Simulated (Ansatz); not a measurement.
# Si5Ge: the cost of one run

Method: DFT PBE, scalar-relativistic, plane waves, PAW, in Ansatz 0.2.0.

2 further runs of the same task are left out: 1 that didn't finish, 1 set aside as unsound or not needed.

**1. The starting structure**

Symmetry: Cmmm, No. 65, orthorhombic system. The conventional cell has a = 4.014 Å, b = 11.782 Å, c = 4.008 Å, α = 90.00°, β = 90.00°, γ = 90.00°. Around Si (site symmetry m2m) lie 10 Si at 2.78 to 2.86 Å and 2 Ge at 2.78 Å. Around Si (site symmetry mmm) lie 8 Si at 2.78 to 2.80 Å and 4 Ge at 2.84 Å. Around Si (site symmetry m2m) lie 2 Ge at 2.80 Å and 10 Si at 2.80 to 2.84 Å. Ge (site symmetry mmm) is surrounded by 12 Si at 2.78 to 2.84 Å.

As a file:

```cif
data_structure
_symmetry_space_group_name_H-M 'P 1'
_symmetry_Int_Tables_number 1
_cell_length_a 6.2236
_cell_length_b 6.2236
_cell_length_c 4.0083
_cell_angle_alpha 90.000
_cell_angle_beta 90.000
_cell_angle_gamma 142.373
_cell_volume 94.78
loop_
_atom_site_label
_atom_site_type_symbol
_atom_site_fract_x
_atom_site_fract_y
_atom_site_fract_z
_atom_site_occupancy
Si1 Si 0.33658 0.66342 0.00000 1
Si2 Si 0.66342 0.33658 0.00000 1
Si3 Si 0.50000 0.50000 0.50000 1
Si4 Si 0.83417 0.16583 0.50000 1
Si5 Si 0.16583 0.83417 0.50000 1
Ge1 Ge 0.00000 0.00000 0.00000 1
```

A structure generator made this guess: species swapped into a database cell of HfPd5 (Cmmm, No. 65), with Ge on the Hf sites and Si on the Pd sites. The dimensions are guesses.

**2. A first look at the guess**

Contents of input.yaml:

```yaml
crystal:
  lattice:
    - [2.00700831, -5.89107619, 0.0]
    - [2.00700831, 5.89107619, 0.0]
    - [0.0, 0.0, 4.00828214]
  atoms:
    - { symbol: Si, position: [0.33658183, 0.66341817, 0.0] }
    - { symbol: Si, position: [0.66341817, 0.33658183, 0.0] }
    - { symbol: Si, position: [0.5, 0.5, 0.5] }
    - { symbol: Si, position: [0.83416557, 0.16583443, 0.5] }
    - { symbol: Si, position: [0.16583443, 0.83416557, 0.5] }
    - { symbol: Ge, position: [0.0, 0.0, 0.0] }
basis:
  ecutwfc: 420
kpoints:
  mp_grid: { grid: [4, 4, 4] }
hamiltonian:
  xc: pbe
scf:
  occupations: { method: gaussian, width: 0.1 }
  lower_state_search: "off"
output:
  forces: true
  stress: true
  eigenvalues: true
```

On the command line:

```sh
$ ansatz run input.yaml --threads 1 --pin off --max-ram 2560MiB --backend cpu --events-out ev --progress --plain --runs-dir out
```

**Question.** How long does this run take on 1 thread of Intel Xeon Platinum 8488C (Sapphire Rapids), shared host, and how much memory does it need?

About 2.7 s, with a peak of 0.42 GiB.
